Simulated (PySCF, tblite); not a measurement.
# C4H9NOSi: geometry, infrared bands and NMR shifts

Aim: predict the infrared bands and NMR shifts of C4H9NOSi (`NC(=O)C/C=C\[SiH3]`).

Programs: tblite 0.8.0 and PySCF 2.14.0, with density-fitted response routines of our own. Each step states its level of theory. These are calculated values for one molecule in the gas phase, unless marked as measured. Atoms are numbered from 0 throughout.

## Step 1: The molecule as given

16 atoms, charge 0, multiplicity 1; geometry from: force field or distance geometry start.

Bonds of the start (Å): N0–C1 1.44, C1–O2 1.25, C1–C3 1.50, C3–C4 1.49, C4–C5 1.33, C5–Si6 1.83, N0–H7 1.05, N0–H8 1.04, C3–H9 1.13, C3–H10 1.08, C4–H11 1.10, C5–H12 1.10, Si6–H13 1.46, Si6–H14 1.47, Si6–H15 1.50.

## Step 2: Optimising the geometry with GFN2-xTB

The job: settings as JSON, then the geometry in Å.

```
{"job": {"kind": "relax", "xc": "GFN2-xTB", "basis": "xTB"}, "charge": 0, "multiplicity": 1}
N     -2.271900     0.340300     0.905700
C     -1.890100     0.236800    -0.476000
O     -2.592500     0.697000    -1.403100
C     -0.607900    -0.434900    -0.862600
C      0.111000    -0.933500     0.342600
C      1.331800    -0.548300     0.684500
Si     2.346500     0.657400    -0.243300
H     -3.276000     0.489800     1.165000
H     -1.514300     0.271300     1.621800
H     -0.842400    -1.357500    -1.471900
H     -0.053500     0.227800    -1.513900
H     -0.404400    -1.665900     0.972900
H      1.753600    -0.987000     1.605900
H      3.230300    -0.087200    -1.141300
H      1.559100     1.661700    -0.972300
H      3.113000     1.441300     0.774500
```

Started as:

```sh
$ OMP_NUM_THREADS=1 python probes_run.py task.json out
```

This one command runs all jobs of the session in turn.

**Question.** This job is followed by: GFN2-xTB harmonic vibrations, gas phase; GIAO PBE0/pcSseg-1 NMR shielding, non-relativistic, gas phase. What will the session give for the following? strongest single infrared mode (GFN2-xTB); zero-point energy (GFN2-xTB); ¹³C shifts against TMS (PBE0/pcSseg-1); ¹H shifts against TMS (PBE0/pcSseg-1, means over atoms taken as alike); ¹⁵N shifts against NH3 (PBE0/pcSseg-1); ¹⁷O shifts against H2O (PBE0/pcSseg-1); ²⁹Si shifts against TMS (PBE0/pcSseg-1).

The runs gave:

| quantity | value |
| --- | --- |
| strongest single infrared mode (GFN2-xTB) | 1780 cm⁻¹, 599 km/mol |
| zero-point energy (GFN2-xTB) | 74.2 kcal/mol |
| ¹³C shifts against TMS (PBE0/pcSseg-1) | 169.0, 161.1, 123.6, 47.9 ppm |
| ¹H shifts against TMS (PBE0/pcSseg-1, means over atoms taken as alike) | 7.16, 5.91, 5.18, 4.44, 4.25, 3.05 ppm |
| ¹⁵N shifts against NH3 (PBE0/pcSseg-1) | 115.4 ppm |
| ¹⁷O shifts against H2O (PBE0/pcSseg-1) | 438.6 ppm |
| ²⁹Si shifts against TMS (PBE0/pcSseg-1) | -89.8 ppm |

Relaxing lowered the energy by 0.681 eV in 130 steps; the close pair that moved most is N0–C1, from 1.437 to 1.351 Å. No mode is imaginary among the 42: a minimum at this level. The strongest single mode, at 1780 cm⁻¹, moves mainly C1 and O2. GFN2-xTB is a fitted tight-binding method: band positions and strengths are rough. Its intensities can rank the bands wrongly. C1 (amide carbonyl carbon) lies farthest downfield among carbon, at 169.0 ppm; it is a carbonyl in resonance with an O or N lone pair, the region of acids, esters and amides. At PBE0/pcSseg-1: The widest tensor belongs to O2: span 699 ppm, with a paramagnetic part of -498 ppm.
